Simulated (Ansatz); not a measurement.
# C2H2FGa: basis-set convergence

One table from this session's results is given with a row withheld; the runs are named, their logs left out.

Computed with Ansatz 0.2.0, Gaussian basis. Level: one geometry, several basis sets.

Plan: PBE0-D4/def2-SVP; ωB97M-V/def2-SVP; PBE0-D4/def2-QZVPP; ωB97M-V/def2-QZVPP; the functionals' def2-TZVPP values are taken from earlier runs.

## Structure used throughout

The geometry comes from an earlier relaxation with PBE0-D4 in a triple-zeta def2 set; it is a stationary point.

6 atoms, charge 0, spin multiplicity 1.

Atoms are counted from 1 here; the program's logs count them from 0.

Bond lengths: F1–Ga2 1.805 Å, C3–C4 1.199 Å, C3–H5 1.067 Å, C4–H6 1.065 Å. Angles: C4–C3–H5 177.6°, C3–C4–H6 179.3°.

Geometry (Å):

```xyz
6

F    -0.2234   -2.3238    0.5408
Ga   -0.9116   -1.1058    1.6820
C     0.4266    0.2921   -0.7672
C     0.1687    1.3973   -0.3797
H     0.6361   -0.7077   -1.0761
H    -0.0545    2.3839   -0.0459
```

Set-up of the first run:

in.yaml

```yaml
crystal:
  periodic: [false, false, false]
  atoms:
    - {symbol: F, position_ang: [-0.223366, -2.323813, 0.540829]}
    - {symbol: Ga, position_ang: [-0.911584, -1.105785, 1.681981]}
    - {symbol: C, position_ang: [0.426569, 0.292098, -0.767250]}
    - {symbol: C, position_ang: [0.168744, 1.397279, -0.379676]}
    - {symbol: H, position_ang: [0.636120, -0.707654, -1.076099]}
    - {symbol: H, position_ang: [-0.054483, 2.383875, -0.045885]}
basis:
  gaussian: {orbitals: def2-SVP}
hamiltonian: {xc: pbe0, dispersion: d4}
output: {orbitals: {seedname: orbitals}}
```

Launch:

```
$ ansatz run in.yaml --threads 2 --pin off --events-out ev --progress --plain --max-ram 4352MiB
```

Among the steps run: PBE0-D4 in def2-SVP; ωB97M-V in def2-SVP; PBE0-D4 in def2-QZVPP; ωB97M-V in def2-QZVPP.

One of the session's tables, all rows but one given; the rest of the session is left out.

```
functional       basis  HOMO (eV)
   PBE0-D4    def2-SVP      -7.32
   PBE0-D4  def2-TZVPP      -7.40
   PBE0-D4  def2-QZVPP      -7.43
   ωB97M-V    def2-SVP      -9.49
   ωB97M-V  def2-TZVPP          ?
   ωB97M-V  def2-QZVPP      -9.63
```

Estimate the missing values for ωB97M-V, def2-TZVPP.

The run gave: HOMO (eV): -9.58. In the column «HOMO (eV)» it lies between ωB97M-V, def2-QZVPP (-9.63) and ωB97M-V, def2-SVP (-9.49).
